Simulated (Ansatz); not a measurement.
# Al2CdO6: one candidate of a structure search, part 3 of 3

The task: take a trial cell of Al2CdO6 to zero force and stress.

Ansatz 0.2.0; DFT PBE, scalar-relativistic, plane waves, PAW.

## Step 5: Changing settings: xc lda

Contents of input.yaml:

```yaml
crystal:
  lattice:
    - [0.0, 3.7307199893, 3.7307199893]
    - [3.7307199893, 0.0, 3.7307199893]
    - [3.7307199893, 3.7307199893, 0.0]
  atoms:
    - { symbol: Al, position: [0.75, 0.75, 0.75] }
    - { symbol: Al, position: [0.25, 0.25, 0.25] }
    - { symbol: Cd, position: [0.0, 0.0, 0.0] }
    - { symbol: O, position: [0.5, 0.0, 0.0], spin: 0.65 }
    - { symbol: O, position: [0.0, 0.5, 0.5], spin: 0.65 }
    - { symbol: O, position: [0.0, 0.5, 0.0], spin: 0.65 }
    - { symbol: O, position: [0.5, 0.0, 0.5], spin: 0.65 }
    - { symbol: O, position: [0.0, 0.0, 0.5], spin: 0.65 }
    - { symbol: O, position: [0.5, 0.5, 0.0], spin: 0.65 }
basis:
  ecutwfc: 420
kpoints:
  mp_grid: { grid: [10, 10, 10] }
hamiltonian:
  xc: lda
scf:
  occupations: { method: gaussian, width: 0.1 }
output:
  forces: true
  eigenvalues: true
  stress: true
magnetization:
  spin_polarized: true
```

On the command line:

```sh
ansatz run input.yaml --threads 1 --pin off --max-ram 2048MiB --backend cpu --events-out ev --progress --plain --runs-dir out
```

The program printed:

```text
Warning: RAYON_NUM_THREADS=1 ignored (pool sized by the plan → 1); use --threads N
Engine: ansatz 0.2.0, aarch64-unknown-linux-gnu
Pseudopotentials: kind: paw
Pseudopotential: Al, paw, valence charge 3, recommended cutoff 420 eV (normal), Al.paw.azcp
Pseudopotential: Cd, paw, valence charge 20, recommended cutoff 420 eV (normal), Cd.paw.azcp
Pseudopotential: O, paw, valence charge 6, recommended cutoff 420 eV (normal), O.paw.azcp
Functional definition: SPW92
  exchange = slater_x
  correlation = pw_c
Crystal: 9 atoms, lattice volume = 103.850 Å³
Basis set: ecut = 420 eV, 2085 PW (Γ)
Bands: 42, of which v1, the nominal top of the filled ones, is band 31 counted from 1 (30 counted from 0)
Symmetry: 48 space group operations
Space group: Fm-3m (ITA 225), of the structure as read, at distance tolerance 4.7e-5 Å
Magnetic group: BNS 225.116 (UNI 1618), of the structure as read, at distance tolerance 4.7e-5 Å
k-points: 47 of 1000
Non-local potential: Al, projectors of the file, l = 0: 2, l = 1: 2, l = 2: 1
Non-local potential: Cd, projectors of the file, l = 0: 3, l = 1: 2, l = 2: 2, l = 3: 1
Non-local potential: O, projectors of the file, l = 0: 2, l = 1: 2, l = 2: 1
PAW form: soft (Blöchl's): semilocal exchange-correlation on the pseudo side does not see the compensation charge
PAW frozen core: Al, regenerated for the run's functional, and the local potential with it (the file was generated under x = pbe(κ = 0.804, μ = 0.2195149727645171), c = pbe(β = 0.06672455060314922))
PAW frozen core: Cd, regenerated for the run's functional, and the local potential with it (the file was generated under x = pbe(κ = 0.804, μ = 0.2195149727645171), c = pbe(β = 0.06672455060314922))
PAW frozen core: O, regenerated for the run's functional, and the local potential with it (the file was generated under x = pbe(κ = 0.804, μ = 0.2195149727645171), c = pbe(β = 0.06672455060314922))
PAW one-centre angular grid: Al, 110 points (default); XC on 64 Gauss nodes
PAW one-centre angular grid: Cd, 590 points (default); XC on 64 Gauss nodes
PAW one-centre angular grid: O, 110 points (default); XC on 64 Gauss nodes
Initial density: superposition of atomic densities (chi_scale 0.1, normalization cell, long waves kept (reshape's long-wave potential 0.08 eV rms))
Starting moments: Σ|m| = 3.9 μB on 6 of 9 sites
Initial wavefunctions: pseudopotential atomic-orbital guess
Functional: x = slater, c = lda
SCF iter   1: F=—  HF=-12475.999239 eV  |F-HF|=—  |Δ(HF+E_count)|=         —  Δρ=5.97e-2 (↑4.81e-2 ↓5.97e-2)  dr2=9.40e0  dr2_m=3.03e-1  M=3.283 μB ∫|m|=3.470 μB  β_m=0.30  ethr=3.10e-3  ⟨swp⟩=6.7  Hψ=16234  notcnv=0  defer=113
preconditioner: auto → Kerker (q_TF=auto, 2.504 Å⁻¹)  [metal: Δε(μ)=0.008 eV  Ē_g=15.662 eV  σ=0.100 eV  W_gap=0.05  n_scr=26 (ndim 8)  ℏωp=26.8 eV  f_vac=0.054  D(μ)=8.42/eV (n_scr^D=112)]
spin=Collinear: Kerker preconditioning applied to the charge; magnetization (m = ρ↑ − ρ↓) channel mixes plain (no charge-response kernel on spin).
SCF iter   2: F=—  HF=-12473.897649 eV  |F-HF|=—  |Δ(HF+E_count)|=    2.10e0  Δρ=3.94e-2 (↑3.00e-2 ↓3.94e-2)  dr2=4.29e0  dr2_m=1.90e-1  M=3.491 μB ∫|m|=3.661 μB  β_m=1.00  ethr=3.10e-3  ⟨swp⟩=2.1  Hψ=8159  notcnv=0  defer=358
spin-set hold released at iteration 2 (site moments show no strong build): the magnetisation degrees of freedom join the quasi-Newton model from the next iteration; the mixer history was kept
SCF iter   3: F=—  HF=-12472.463172 eV  |F-HF|=—  |Δ(HF+E_count)|=    1.43e0  Δρ=1.34e-2 (↑1.34e-2 ↓1.29e-2)  dr2=4.95e-1  dr2_m=3.67e-2  M=3.872 μB ∫|m|=4.037 μB  β_m=0.30  ethr=3.10e-3  ⟨swp⟩=3.0  Hψ=7500  notcnv=0  defer=358
SCF iter   4: F=—  HF=-12472.279224 eV  |F-HF|=—  |Δ(HF+E_count)|=   1.84e-1  Δρ=5.94e-3 (↑5.80e-3 ↓5.94e-3)  dr2=1.97e-1  dr2_m=1.60e-2  M=3.981 μB ∫|m|=4.176 μB  β_m=0.64  ethr=7.98e-4  ⟨swp⟩=2.2  Hψ=7651  notcnv=0  defer=343
SCF iter   5: F=—  HF=-12472.308653 eV  |F-HF|=—  |Δ(HF+E_count)|=   2.94e-2  Δρ=4.97e-3 (↑3.68e-3 ↓4.97e-3)  dr2=4.91e-2  dr2_m=9.49e-3  M=4.000 μB ∫|m|=4.218 μB  β_m=0.82  ethr=3.17e-4  ⟨swp⟩=2.1  Hψ=6744  notcnv=0  defer=338
SCF iter   6: F=—  HF=-12472.311372 eV  |F-HF|=—  |Δ(HF+E_count)|=   2.72e-3  Δρ=1.68e-3 (↑9.53e-4 ↓1.68e-3)  dr2=1.18e-2  dr2_m=6.14e-4  M=4.000 μB ∫|m|=4.214 μB  β_m=0.91  ethr=7.92e-5  ⟨swp⟩=2.1  Hψ=5046  notcnv=0  defer=336
SCF iter   7: F=—  HF=-12472.310769 eV  |F-HF|=—  |Δ(HF+E_count)|=   6.04e-4  Δρ=6.75e-4 (↑4.03e-4 ↓6.75e-4)  dr2=1.66e-3  dr2_m=1.10e-4  M=4.000 μB ∫|m|=4.216 μB  β_m=0.96  ethr=1.91e-5  ⟨swp⟩=1.6  Hψ=4761  notcnv=0  defer=336
SCF iter   8: F=—  HF=-12472.311441 eV  |F-HF|=—  |Δ(HF+E_count)|=   6.73e-4  Δρ=2.75e-4 (↑2.75e-4 ↓2.00e-4)  dr2=2.60e-4  dr2_m=1.32e-5  M=4.000 μB ∫|m|=4.215 μB  β_m=0.98  ethr=2.68e-6  ⟨swp⟩=2.4  Hψ=5338  notcnv=0  defer=336
SCF iter   9: F=—  HF=-12472.311576 eV  |F-HF|=—  |Δ(HF+E_count)|=   1.35e-4  Δρ=1.58e-4 (↑1.58e-4 ↓1.35e-4)  dr2=8.81e-5  dr2_m=2.66e-6  M=4.000 μB ∫|m|=4.215 μB  β_m=0.95  ethr=4.19e-7  ⟨swp⟩=2.1  Hψ=5839  notcnv=0  defer=336
SCF iter  10: F=—  HF=-12472.311586 eV  |F-HF|=—  |Δ(HF+E_count)|=   1.00e-5  Δρ=3.34e-5 (↑2.30e-5 ↓3.34e-5)  dr2=2.65e-6  dr2_m=2.65e-7  M=4.000 μB ∫|m|=4.214 μB  β_m=0.97  ethr=1.42e-7  ⟨swp⟩=2.0  Hψ=5821  notcnv=0  defer=336
SCF iter  11: F=—  HF=-12472.311586 eV  |F-HF|=—  |Δ(HF+E_count)|=   8.98e-8  Δρ=6.23e-6 (↑6.23e-6 ↓6.02e-6)  dr2=1.78e-7  dr2_m=3.97e-9  M=4.000 μB ∫|m|=4.215 μB  β_m=0.99  ethr=4.28e-9  ⟨swp⟩=2.3  Hψ=6147  notcnv=0  defer=336
iter 12 met the thresholds in force, and the SCF goes on: an eigenvalue changes by 0.70 meV, over its tolerance of 0.50 meV (output.eigenvalues, Limitations)
SCF iter  12: F=-12472.311586 eV  HF=-12472.311586 eV  |F-HF|=4.48e-9  |Δ(HF+E_count)|=   4.30e-8  Δρ=2.78e-6 (↑2.26e-6 ↓2.78e-6)  dr2=2.64e-8  dr2_m=7.61e-10  M=4.000 μB ∫|m|=4.215 μB  β_m=0.99  ethr=1.61e-10  ⟨swp⟩=14.1  Hψ=17695  notcnv=0
SCF iter  13: F=-12472.311586 eV  HF=-12472.311586 eV  |F-HF|=6.11e-10  |Δ(HF+E_count)|=   4.39e-9  Δρ=4.72e-7 (↑4.05e-7 ↓4.72e-7)  dr2=7.09e-10  dr2_m=3.18e-11  M=4.000 μB ∫|m|=4.215 μB  ethr=4.25e-11  ⟨swp⟩=1.8  Hψ=10865  notcnv=0
SCF 1 converged in 13 iterations: F = -12472.311586 eV  dr2 = 7.09e-10
SCF converged after 13 iterations
an eigenvalue changed by more than its tolerance at an iteration that met the thresholds in force, so the SCF went on 1 time: the last check found none over its tolerance
Magnetization: 3.9997 μB (32.9999 up, 29.0001 down)
Absolute magnetization: 4.2151 μB (∫|ρ↑−ρ↓|, with the PAW one-centre terms)
Spin contamination: 0.0169 ħ² per cell (⟨S²⟩ above its minimum at these occupations)
Per-site moments (μB) at R_I (Å): [(-0.00943874210421777, 0.7694609977931248), (-0.009438742104217853, 0.7694609977931249), (-0.00603052542265056, 1.0881821787961716), (0.5887846261104153, 0.7694609977931248), (0.5887846261104157, 0.7694609977931249), (0.5887846261104158, 0.7694609977931248), (0.588784626110415, 0.7694609977931249), (0.5887846261104156, 0.7694609977931248), (0.5887846261104157, 0.7694609977931249)]
Free energy (F): -12472.311586 eV
Harris-Foulkes:  -12472.311586 eV  (|F-HF|=6.11e-10)
Internal energy: -12472.284143 eV  (E = F + TS)
E sigma→0 (E₀):  -12472.297864 eV
Entropy (-TS):   -0.027443 eV (-3.049 meV/atom)
Fermi energy:    5.243578 eV
--- Per-component energies (eV) ---
  E_band       = -593.712731
  E_kinetic    = 1590.573749
  E_local      = -5968.918373  (includes V_loc(G=0)·N_el)
  E_nonlocal   = 365.696496
  E_hartree    = 2511.285925
  E_xc         = -683.092559
  E_vxc        = -831.336553  (∫ρ·V_xc dr)
  E_paw        = -5717.587189  (= ΣΔE_a)
  E_vpaw       = -772.313489  (= ΣTr[D̂ρ^β])
  E_aug_tail   = 0.014595  (compensation charges beyond the density's cutoff)
  E_ewald      = -4571.716318
  E_core_change = 1.459531  (= ΣΔE_core)
  E_smearing   = -0.027443  (= −TS)
  E_closure    = 0.000000  (closes the sum)
  Σ components = -12472.311586   (vs F -12472.311586, Δ=0.00e0)
--- Forces (eV/Å), atoms counted from 1 ---
  atom   1  Al    -0.00000000     0.00000000    -0.00000000
  atom   2  Al    -0.00000000     0.00000000     0.00000000
  atom   3  Cd    -0.00000000     0.00000000    -0.00000000
  atom   4  O      0.00000000    -0.00000000    -0.00000000
  atom   5  O      0.00000000    -0.00000000     0.00000000
  atom   6  O      0.00000000    -0.00000000    -0.00000000
  atom   7  O      0.00000000    -0.00000000    -0.00000000
  atom   8  O      0.00000000    -0.00000000     0.00000000
  atom   9  O      0.00000000     0.00000000    -0.00000000
  max |Σ_I F_I| component: 5.78e-19 eV/Å
--- Stress (GPa, compression-positive) ---
       -9.909248      -0.000000       0.000000
       -0.000000      -9.909248       0.000000
        0.000000      -0.000000      -9.909248
  P = ⅓ Tr σ = -9.9092 GPa (-99.092 kbar)
--- Band table (eV; the first three rows and the last of 94) ---
  k-point 0 ↑: bands = ["-95.2731", "-56.4298", "-56.4298", "-56.4298", "-13.3800", "-11.6596", "-11.6596", "-11.6596", "-10.9756", "-10.9756", "-2.3423", "-1.3018", "-1.3018", "-1.2954", "-1.2954", "-1.2954", "0.0412", "0.0412", "0.0412", "1.0101", "1.0101", "1.0101", "3.2740", "3.2740", "3.8652", "3.8652", "3.8652", "4.2810", "4.2810", "4.2810", "5.0278", "5.0278", "5.0278", "6.5939", "13.1349", "14.2844", "16.5127", "16.5127", "16.5127", "16.8900", "16.8900", "16.8900"]
  k-point 1 ↑: bands = ["-95.2731", "-56.4298", "-56.4298", "-56.4298", "-13.3447", "-11.7116", "-11.6448", "-11.6448", "-10.9946", "-10.9946", "-2.2580", "-1.3488", "-1.3390", "-1.3390", "-1.3014", "-1.3014", "0.0453", "0.1281", "0.1281", "1.0232", "1.0754", "1.0754", "3.2238", "3.2238", "3.8307", "3.8307", "3.8899", "4.0786", "4.2676", "4.2676", "4.9834", "4.9834", "4.9992", "6.8191", "13.2578", "14.3912", "16.0173", "16.3068", "16.3068", "17.1235", "17.1235", "17.1716"]
  k-point 2 ↑: bands = ["-95.2731", "-56.4298", "-56.4298", "-56.4298", "-13.2411", "-11.8585", "-11.6013", "-11.6013", "-11.0491", "-11.0491", "-2.0400", "-1.4531", "-1.4333", "-1.4333", "-1.3068", "-1.3068", "0.0291", "0.3615", "0.3615", "1.0676", "1.2538", "1.2538", "3.0693", "3.0693", "3.5983", "3.6935", "3.6935", "3.9616", "4.2667", "4.2667", "4.8690", "4.8690", "4.9131", "7.3786", "13.5532", "14.6822", "15.3042", "15.9836", "15.9836", "17.2901", "17.5649", "17.5649"]
  k-point 46 ↓: bands = ["-95.2588", "-56.4171", "-56.4171", "-56.4171", "-11.5658", "-11.3653", "-10.7936", "-10.7498", "-10.2472", "-10.0408", "-1.7284", "-1.6049", "-1.4875", "-1.4847", "-1.4599", "0.3053", "0.6643", "1.0431", "1.6487", "1.8249", "2.7170", "2.8893", "3.1346", "3.6335", "4.1078", "4.3008", "4.3151", "4.7920", "4.8253", "5.0754", "5.1659", "5.5259", "6.0527", "10.2409", "13.7227", "14.3130", "14.8449", "16.2320", "17.0027", "17.5341", "18.9308", "19.5572"]
```

Run time: 35 s. Hardware: 1 thread of Arm Neoverse V2, shared host; peak memory 0.55 GiB.

```csv
run,ending,energy change,pressure (GPa),gap (eV),abs. moment (μB),force (eV/Å),cycles,time
step 4,converged,-,0.0,0.00,4.23,0.00,-,3 min
variant,converged,not comparable,-9.9,0.00,4.22,0.00,13,35 s
```

Total energies don't compare across a change of functional; the pressure goes from 0.0 to -9.9 GPa. At this fixed cell a lower pressure means that this functional prefers a smaller volume than the reference.

## Step 6: What came out

What follows sums up all 3 parts. Changes of volume or cell count from the first structure of part 1.

| quantity | value |
| --- | --- |
| symmetry at the end (tolerance 0.05 Å) | space group Fm-3m (No. 225) |
| conventional cell | a = 7.461 Å, b = 7.461 Å, c = 7.461 Å, α = 90.00°, β = 90.00°, γ = 90.00° |
| volume | 11.54 Å³/atom |
| energy over the elements (uncorrected; H, N, O, F and Cl as molecules) | -1.36 eV/atom |
| gap on the mesh | none (metal) |
| total moment | 4.00 μB/cell |

**Reading.** The space group Fm-3m (No. 225) is kept, and the volume per atom shrinks by 2.2 % from the first guess. A negative formation energy is needed for stability but isn't enough; other structures and compounds were not set against it here. No finished test with a distortion of lower symmetry is shown, so the end may be a saddle point. Other magnetic orders were not searched.
